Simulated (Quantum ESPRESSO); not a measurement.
# SiSe (P-6m2) in Quantum ESPRESSO: a series of runs

One crystal, SiSe, is run at these levels: LDA, PBEsol, PBE; tasks: energy-loss spectrum, phonons.

Program: Quantum ESPRESSO 7.5. These are calculated values, not measurements. Logs are shortened: lines on timing, memory, paths and dates and some standing lists are left out, and cuts for length are marked.

### Step 1. The structure

The structure is hexagonal, space group P-6m2 (No. 187). Conventional cell: a = 3.595 Å, b = 3.595 Å, c = 3.599 Å, α = 90.00°, β = 90.00°, γ = 120.00°. Around Si (site symmetry -6m2) lie 6 Se at 2.75 Å. Around Se (site symmetry -6m2) lie 6 Si at 2.75 Å.

The cell was built by a generator and needn't be a form met in nature.

### Step 2. Energy-loss spectrum, LDA

pw.in reads:

```
&CONTROL
  calculation = 'scf'
  prefix = 'pwscf'
  outdir = './tmp'
  pseudo_dir = './pseudo'
  tprnfor = .true.
  tstress = .true.
  disk_io = 'low'
/
&SYSTEM
  ibrav = 0
  A = 3.5952
  nat = 2
  ntyp = 2
  ecutwfc = 45
  ecutrho = 360
  nbnd = 10
  occupations = 'smearing'
  smearing = 'fd'
  degauss = 0.00367493
/
&ELECTRONS
  conv_thr = 4d-10
  electron_maxstep = 120
  mixing_beta = 0.5
/
ATOMIC_SPECIES
Si    28.0850 si_lda_v1.uspp.F.UPF
Se    78.9710 se_lda_v1.uspp.F.UPF
CELL_PARAMETERS alat
   1.0000000000    0.0000000000    0.0000000000
  -0.5000000000    0.8660241433    0.0000000000
   0.0000000000    0.0000000000    1.0009818647
ATOMIC_POSITIONS alat
Si     0.5000050000    0.2886718277    0.5004909324
Se     0.0000000000    0.0000000000    0.0000000000
K_POINTS automatic
6 6 4 0 0 1
```

scf2.in reads:

```
&CONTROL
  calculation = 'scf'
  prefix = 'pwscf'
  outdir = './tmp'
  pseudo_dir = './pseudo'
  tprnfor = .true.
  tstress = .true.
  disk_io = 'low'
/
&SYSTEM
  ibrav = 0
  A = 3.5952
  nat = 2
  ntyp = 2
  ecutwfc = 45
  ecutrho = 360
  nbnd = 10
  occupations = 'smearing'
  smearing = 'fd'
  degauss = 0.00367493
/
&ELECTRONS
  conv_thr = 1d-11
  electron_maxstep = 120
  mixing_beta = 0.5
  startingpot = 'file'
  startingwfc = 'file'
/
ATOMIC_SPECIES
Si    28.0850 si_lda_v1.uspp.F.UPF
Se    78.9710 se_lda_v1.uspp.F.UPF
CELL_PARAMETERS alat
   1.0000000000    0.0000000000    0.0000000000
  -0.5000000000    0.8660241433    0.0000000000
   0.0000000000    0.0000000000    1.0009818647
ATOMIC_POSITIONS alat
Si     0.5000050000    0.2886718277    0.5004909324
Se     0.0000000000    0.0000000000    0.0000000000
K_POINTS automatic
6 6 4 0 0 1
```

eels.in reads:

```
&LR_INPUT
  prefix = 'pwscf'
  outdir = './tmp'
  restart_step = 5000
  restart = .false.
/
&LR_CONTROL
  calculator = 'lanczos'
  approximation = 'TDDFT'
  q1 = 0.2427612915
  q2 = 0.2427612915
  q3 = 0
  itermax = 400
/
```

spectrum.in reads:

```
&LR_INPUT
  prefix = 'pwscf'
  outdir = './tmp'
  eels = .true.
  itermax0 = 400
  itermax = 20000
  extrapolation = 'osc'
  epsil = 0.03
  units = 1
  start = 0
  end = 40
  increment = 0.2
/
```

spectrum_short.in reads:

```
&LR_INPUT
  prefix = 'pwscf'
  outdir = './tmp'
  eels = .true.
  itermax0 = 266
  itermax = 20000
  extrapolation = 'osc'
  epsil = 0.03
  units = 1
  start = 0
  end = 40
  increment = 0.2
/
```

Potentials or basis: GBRV 1.5 LDA.

Run with:

```console
$ OMP_NUM_THREADS=1 pw.x -in pw.in > pw.out
$ OMP_NUM_THREADS=1 pw.x -in scf2.in > scf2.out
$ OMP_NUM_THREADS=1 turbo_eels.x -in eels.in > eels.out
$ OMP_NUM_THREADS=1 turbo_spectrum.x -in spectrum.in > spectrum.out
$ OMP_NUM_THREADS=1 turbo_spectrum.x -in spectrum_short.in > spectrum_short.out
```

pw.out:

```text
This program is part of the open-source Quantum ESPRESSO suite
     for quantum simulation of materials; please cite
[... 9 lines left out ...]
     --------------------
     sticks:   dense  smooth     PW     G-vecs:    dense   smooth      PW
     Sum        1147     583    169                31271    11183    1841

     Using Slab Decomposition

     bravais-lattice index     =            0
     lattice parameter (alat)  =       6.7939  a.u.
     unit-cell volume          =     271.8454 (a.u.)^3
     number of atoms/cell      =            2
     number of atomic types    =            2
     number of electrons       =        10.00
     number of Kohn-Sham states=           10
     kinetic-energy cutoff     =      45.0000  Ry
     charge density cutoff     =     360.0000  Ry
     scf convergence threshold =      4.0E-10
     mixing beta               =       0.5000
     number of iterations used =            8  plain     mixing
     Exchange-correlation= SLA  PZ   NOGX NOGC
                           (   1   1   0   0   0   0   0)

     celldm(1)=   6.793943  celldm(2)=   0.000000  celldm(3)=   0.000000
     celldm(4)=   0.000000  celldm(5)=   0.000000  celldm(6)=   0.000000

     crystal axes: (cart. coord. in units of alat)
               a(1) = (   1.000000   0.000000   0.000000 )
               a(2) = (  -0.500000   0.866024   0.000000 )
               a(3) = (   0.000000   0.000000   1.000982 )

     reciprocal axes: (cart. coord. in units 2 pi/alat)
               b(1) = (  1.000000  0.577351 -0.000000 )
               b(2) = (  0.000000  1.154702  0.000000 )
               b(3) = (  0.000000 -0.000000  0.999019 )

     PseudoPot. # 1 for Si read from file:
     si_lda_v1.uspp.F.UPF
     Pseudo is Ultrasoft + core correction, Zval =  4.0
     Generated by new atomic code, or converted to UPF format
     Using radial grid of  899 points,  6 beta functions with:
                l(1) =   0
                l(2) =   0
                l(3) =   1
                l(4) =   1
                l(5) =   2
                l(6) =   2
     Q(r) pseudized with  8 coefficients,  rinner =    0.900   0.900   0.900
                                                       0.900   0.900

     PseudoPot. # 2 for Se read from file:
     se_lda_v1.uspp.F.UPF
     Pseudo is Ultrasoft + core correction, Zval =  6.0
     Generated by new atomic code, or converted to UPF format
     Using radial grid of  877 points,  6 beta functions with:
                l(1) =   0
                l(2) =   0
                l(3) =   1
                l(4) =   1
                l(5) =   2
                l(6) =   2
     Q(r) pseudized with  8 coefficients,  rinner =    1.300   1.300   1.300
                                                       1.300   1.300

     atomic species   valence    mass     pseudopotential
     Si                4.00    28.08500     Si( 1.00)
     Se                6.00    78.97100     Se( 1.00)

      2 Sym. Ops. (no inversion) found

   Cartesian axes

     site n.     atom                  positions (alat units)
         1        Si     tau(   1) = (   0.5000050   0.2886718   0.5004909  )
         2        Se     tau(   2) = (   0.0000000   0.0000000   0.0000000  )

     number of k points=    40  Fermi-Dirac smearing, width (Ry)=  0.0037
                       cart. coord. in units 2pi/alat
        k(    1) = (   0.0000000   0.0000000   0.1248774), wk =   0.0277778
        k(    2) = (   0.0000000   0.0000000   0.3746322), wk =   0.0277778
        k(    3) = (   0.0000000   0.1924504   0.1248774), wk =   0.0555556
        k(    4) = (   0.0000000   0.1924504   0.3746322), wk =   0.0555556
        k(    5) = (   0.0000000   0.3849007   0.1248774), wk =   0.0555556
        k(    6) = (   0.0000000   0.3849007   0.3746322), wk =   0.0555556
[... 32 lines left out ...]
        k(   39) = (   0.5000000  -0.0962252  -0.1248774), wk =   0.0555556
        k(   40) = (   0.5000000  -0.0962252  -0.3746322), wk =   0.0555556

     Dense  grid:    31271 G-vectors     FFT dimensions: (  45,  45,  45)

     Smooth grid:    11183 G-vectors     FFT dimensions: (  30,  30,  30)

     Initial potential from superposition of free atoms

     starting charge       9.9993, renormalised to      10.0000
     Starting wfcs are    8 randomized atomic wfcs +    2 random wfcs

     Self-consistent Calculation

     iteration #  1     ecut=    45.00 Ry     beta= 0.50
     Davidson diagonalization with overlap
     ethr =  1.00E-02,  avg # of iterations =  4.9

     Threshold (ethr) on eigenvalues was too large:
     Diagonalizing with lowered threshold

     Davidson diagonalization with overlap
     ethr =  1.77E-04,  avg # of iterations =  3.8

     total energy              =     -52.77553639 Ry
     estimated scf accuracy    <       0.01738646 Ry

     iteration #  2     ecut=    45.00 Ry     beta= 0.50
     Davidson diagonalization with overlap
     ethr =  1.74E-04,  avg # of iterations =  2.2

     total energy              =     -52.77915916 Ry
     estimated scf accuracy    <       0.00504142 Ry

     iteration #  3     ecut=    45.00 Ry     beta= 0.50
     Davidson diagonalization with overlap
     ethr =  5.04E-05,  avg # of iterations =  1.7

     total energy              =     -52.77999908 Ry
     estimated scf accuracy    <       0.00046368 Ry

     iteration #  4     ecut=    45.00 Ry     beta= 0.50
     Davidson diagonalization with overlap
     ethr =  4.64E-06,  avg # of iterations =  3.1

     total energy              =     -52.78005025 Ry
     estimated scf accuracy    <       0.00000427 Ry

     iteration #  5     ecut=    45.00 Ry     beta= 0.50
     Davidson diagonalization with overlap
     ethr =  4.27E-08,  avg # of iterations =  5.9

     total energy              =     -52.78008311 Ry
     estimated scf accuracy    <       0.00000017 Ry

     iteration #  6     ecut=    45.00 Ry     beta= 0.50
     Davidson diagonalization with overlap
     ethr =  1.70E-09,  avg # of iterations =  4.0

     total energy              =     -52.78008320 Ry
     estimated scf accuracy    <          4.5E-09 Ry

     iteration #  7     ecut=    45.00 Ry     beta= 0.50
     Davidson diagonalization with overlap
     ethr =  4.53E-11,  avg # of iterations =  4.4

     End of self-consistent calculation

          k = 0.0000 0.0000 0.1249 (  1401 PWs)   bands (ev):

    -7.6236   1.2715   5.1838   5.8801   5.8801  10.4376  10.4377  11.5393
    13.6804  15.5836

          k = 0.0000 0.0000 0.3746 (  1388 PWs)   bands (ev):

    -6.8186  -1.8000   6.6081   6.6082   7.9297  10.3751  10.3751  10.6720
    14.4414  14.4414

          k = 0.0000 0.1925 0.1249 (  1386 PWs)   bands (ev):

    -7.3387   1.1445   3.7050   5.3534   6.6842   9.5790  11.1683  11.9468
    13.0879  15.7550

          k = 0.0000 0.1925 0.3746 (  1389 PWs)   bands (ev):

    -6.5670  -1.4540   4.3753   6.1947   7.5102   9.7135  10.0140  11.4641
    14.3524  15.3596

          k = 0.0000 0.3849 0.1249 (  1377 PWs)   bands (ev):

    -6.6214  -0.1285   3.4980   4.6029   6.7712   8.4329  10.7280  11.9264
    13.5504  16.8523

          k = 0.0000 0.3849 0.3746 (  1389 PWs)   bands (ev):

    -5.9585  -0.5341   2.0883   4.8351   5.5501   9.2519   9.3864  11.5391
    15.4310  17.4836

          k = 0.0000-0.5774 0.1249 (  1388 PWs)   bands (ev):

    -6.1264  -1.0726   4.0247   4.3070   6.5154   7.5778  11.3494  12.0326
    12.1706  16.7773

          k = 0.0000-0.5774 0.3746 (  1392 PWs)   bands (ev):

    -5.5692   0.0540   1.4287   3.2693   5.2839   8.9056   9.1205  11.3414
    16.7146  17.7459

          k = 0.1667 0.0962 0.1249 (  1386 PWs)   bands (ev):

    -7.3387   1.1445   3.7050   5.3534   6.6842   9.5790  11.1683  11.9468
    13.0879  15.7549

          k = 0.1667 0.0962 0.3746 (  1389 PWs)   bands (ev):

    -6.5670  -1.4540   4.3753   6.1947   7.5102   9.7135  10.0140  11.4642
    14.3524  15.3596

          k = 0.1667 0.2887 0.1249 (  1382 PWs)   bands (ev):

    -6.8295   0.4004   3.5009   3.9828   7.4735   9.2442  10.4921  11.7838
    13.6640  15.1873

          k = 0.1667 0.2887 0.3746 (  1384 PWs)   bands (ev):

    -6.1301  -0.8082   2.7917   4.9880   5.8317   8.4875  10.8644  12.0024
    15.0171  16.3347

          k = 0.1667 0.4811 0.1249 (  1391 PWs)   bands (ev):

    -6.1514  -0.7554   2.8549   4.2742   7.2174   8.6945  10.6483  11.4753
    13.3663  15.8739

          k = 0.1667 0.4811 0.3746 (  1383 PWs)   bands (ev):
[... 24 lines left out ...]
          k = 0.3333 0.5774 0.1249 (  1380 PWs)   bands (ev):

    -5.8822  -0.8936   1.8434   4.7885   6.8963   9.9210  10.0273  10.9501
    14.9959  16.1020

          k = 0.3333 0.5774 0.3746 (  1386 PWs)   bands (ev):

    -5.3791   0.4553   2.0229   3.0253   3.1490   6.3795  13.0503  13.3853
    16.4258  19.0333

          k = 0.3333 0.0000 0.1249 (  1382 PWs)   bands (ev):

    -6.8295   0.4004   3.5009   3.9829   7.4735   9.2442  10.4921  11.7838
    13.6641  15.1872

          k = 0.3333 0.0000 0.3746 (  1384 PWs)   bands (ev):

    -6.1301  -0.8082   2.7917   4.9880   5.8316   8.4876  10.8644  12.0025
    15.0171  16.3348

          k =-0.5000-0.2887 0.1249 (  1388 PWs)   bands (ev):

    -6.1264  -1.0726   4.0247   4.3070   6.5154   7.5778  11.3494  12.0326
    12.1706  16.7772

          k =-0.5000-0.2887 0.3746 (  1392 PWs)   bands (ev):

    -5.5692   0.0540   1.4287   3.2693   5.2840   8.9056   9.1205  11.3414
    16.7146  17.7459

          k =-0.5000-0.0962 0.1249 (  1391 PWs)   bands (ev):

    -6.1514  -0.7554   2.8549   4.2742   7.2174   8.6945  10.6483  11.4753
    13.3663  15.8738

          k =-0.5000-0.0962 0.3746 (  1383 PWs)   bands (ev):

    -5.5842   0.0895   1.6906   3.6497   4.2109   7.4515  11.0647  12.8478
    16.2157  17.5876

          k =-0.1667 0.0962-0.1249 (  1386 PWs)   bands (ev):

    -7.3387   1.1445   3.7049   5.3535   6.6842   9.5790  11.1683  11.9468
    13.0879  15.7548

          k =-0.1667 0.0962-0.3746 (  1389 PWs)   bands (ev):

    -6.5670  -1.4540   4.3752   6.1947   7.5102   9.7135  10.0140  11.4642
    14.3523  15.3595

          k =-0.1667 0.2887-0.1249 (  1382 PWs)   bands (ev):

    -6.8295   0.4004   3.5009   3.9829   7.4735   9.2442  10.4921  11.7838
    13.6641  15.1872

          k =-0.1667 0.2887-0.3746 (  1384 PWs)   bands (ev):

    -6.1301  -0.8082   2.7917   4.9880   5.8316   8.4876  10.8644  12.0025
    15.0171  16.3348

          k =-0.1667 0.4811-0.1249 (  1391 PWs)   bands (ev):

    -6.1514  -0.7554   2.8549   4.2742   7.2174   8.6945  10.6483  11.4753
    13.3663  15.8738

          k =-0.1667 0.4811-0.3746 (  1383 PWs)   bands (ev):

    -5.5842   0.0895   1.6906   3.6497   4.2109   7.4515  11.0647  12.8477
    16.2157  17.5876

          k =-0.3333 0.1925-0.1249 (  1377 PWs)   bands (ev):

    -6.6214  -0.1286   3.4981   4.6030   6.7712   8.4329  10.7280  11.9264
    13.5504  16.8523

          k =-0.3333 0.1925-0.3746 (  1389 PWs)   bands (ev):

    -5.9585  -0.5341   2.0883   4.8350   5.5502   9.2520   9.3864  11.5392
    15.4309  17.4837

          k =-0.3333 0.3849-0.1249 (  1391 PWs)   bands (ev):

    -6.1514  -0.7554   2.8550   4.2742   7.2174   8.6945  10.6483  11.4753
    13.3663  15.8739

          k =-0.3333 0.3849-0.3746 (  1383 PWs)   bands (ev):

    -5.5842   0.0895   1.6906   3.6497   4.2109   7.4515  11.0648  12.8478
    16.2157  17.5877

          k = 0.5000-0.2887-0.1249 (  1388 PWs)   bands (ev):

    -6.1264  -1.0726   4.0247   4.3070   6.5154   7.5778  11.3494  12.0326
    12.1706  16.7772

          k = 0.5000-0.2887-0.3746 (  1392 PWs)   bands (ev):

    -5.5692   0.0540   1.4287   3.2692   5.2840   8.9057   9.1205  11.3415
    16.7146  17.7459

          k = 0.5000-0.0962-0.1249 (  1391 PWs)   bands (ev):

    -6.1514  -0.7554   2.8549   4.2742   7.2174   8.6945  10.6483  11.4753
    13.3663  15.8738

          k = 0.5000-0.0962-0.3746 (  1383 PWs)   bands (ev):

    -5.5842   0.0895   1.6906   3.6497   4.2109   7.4515  11.0648  12.8478
    16.2157  17.5877

     the Fermi energy is     7.4610 ev

!    total energy              =     -52.78008321 Ry
     estimated scf accuracy    <          1.4E-10 Ry
     smearing contrib. (-TS)   =      -0.00176805 Ry
     internal energy E=F+TS    =     -52.77831516 Ry

     The total energy is F=E-TS. E is the sum of the following terms:
     one-electron contribution =       7.25145624 Ry
     hartree contribution      =       1.72117740 Ry
     xc contribution           =     -33.50584288 Ry
     ewald contribution        =     -28.24510592 Ry

     convergence has been achieved in   7 iterations

     Forces acting on atoms (cartesian axes, Ry/au):

     atom    1 type  1   force =     0.00000060   -0.00000040    0.00000000
     atom    2 type  2   force =    -0.00000060    0.00000040    0.00000000

     Total force =     0.000001     Total SCF correction =     0.000000
     SCF correction compared to forces is large: reduce conv_thr to get better values

     Computing stress (Cartesian axis) and pressure

          total   stress  (Ry/bohr**3)                   (kbar)     P=      -33.84
  -0.00022422  -0.00000001   0.00000000          -32.98       -0.00        0.00
  -0.00000001  -0.00022424   0.00000000           -0.00      -32.99        0.00
   0.00000000   0.00000000  -0.00024162            0.00        0.00      -35.54

=------------------------------------------------------------------------------=
   JOB DONE.
=------------------------------------------------------------------------------=
```

Run time: 4.6 min. Hardware: 1 thread of Arm Neoverse V2, shared host; peak memory 0.22 GiB.

Results:

| Quantity | Value |
| --- | --- |
| Free energy | -718.1096 eV |
| Pressure | -3.4 GPa |
| Band gap on the k mesh | none (metal or under the smearing width) |
| Peak of the energy-loss function | 19.4 eV |

Stress tensor (GPa, compression positive):
```
-3.30  0.00  0.00
 0.00 -3.30  0.00
 0.00  0.00 -3.55
```

Energy-loss function at q = [0.42426, 0.42426, 0.0] (Å⁻¹, cartesian):
```json
{"energy (eV)": "0.0", "loss": "0.000"}
{"energy (eV)": "1.8", "loss": "0.013"}
{"energy (eV)": "3.4", "loss": "0.060"}
{"energy (eV)": "5.2", "loss": "0.099"}
{"energy (eV)": "7.0", "loss": "0.204"}
{"energy (eV)": "8.6", "loss": "0.323"}
{"energy (eV)": "10.4", "loss": "0.323"}
{"energy (eV)": "12.2", "loss": "0.394"}
{"energy (eV)": "13.8", "loss": "0.591"}
{"energy (eV)": "15.6", "loss": "1.177"}
{"energy (eV)": "17.4", "loss": "2.003"}
{"energy (eV)": "19.0", "loss": "2.190"}
{"energy (eV)": "20.8", "loss": "2.023"}
{"energy (eV)": "22.4", "loss": "1.487"}
{"energy (eV)": "24.2", "loss": "0.945"}
{"energy (eV)": "26.0", "loss": "0.653"}
{"energy (eV)": "27.6", "loss": "0.551"}
{"energy (eV)": "29.4", "loss": "0.428"}
{"energy (eV)": "31.2", "loss": "0.326"}
{"energy (eV)": "32.8", "loss": "0.218"}
{"energy (eV)": "34.6", "loss": "0.120"}
{"energy (eV)": "36.4", "loss": "0.080"}
{"energy (eV)": "38.0", "loss": "0.062"}
{"energy (eV)": "39.8", "loss": "0.053"}
```

Caveat: the k mesh is coarse (spacing up to 0.44 Å⁻¹), so the values aren't converged.

(Part 1 of 3 ends here.)
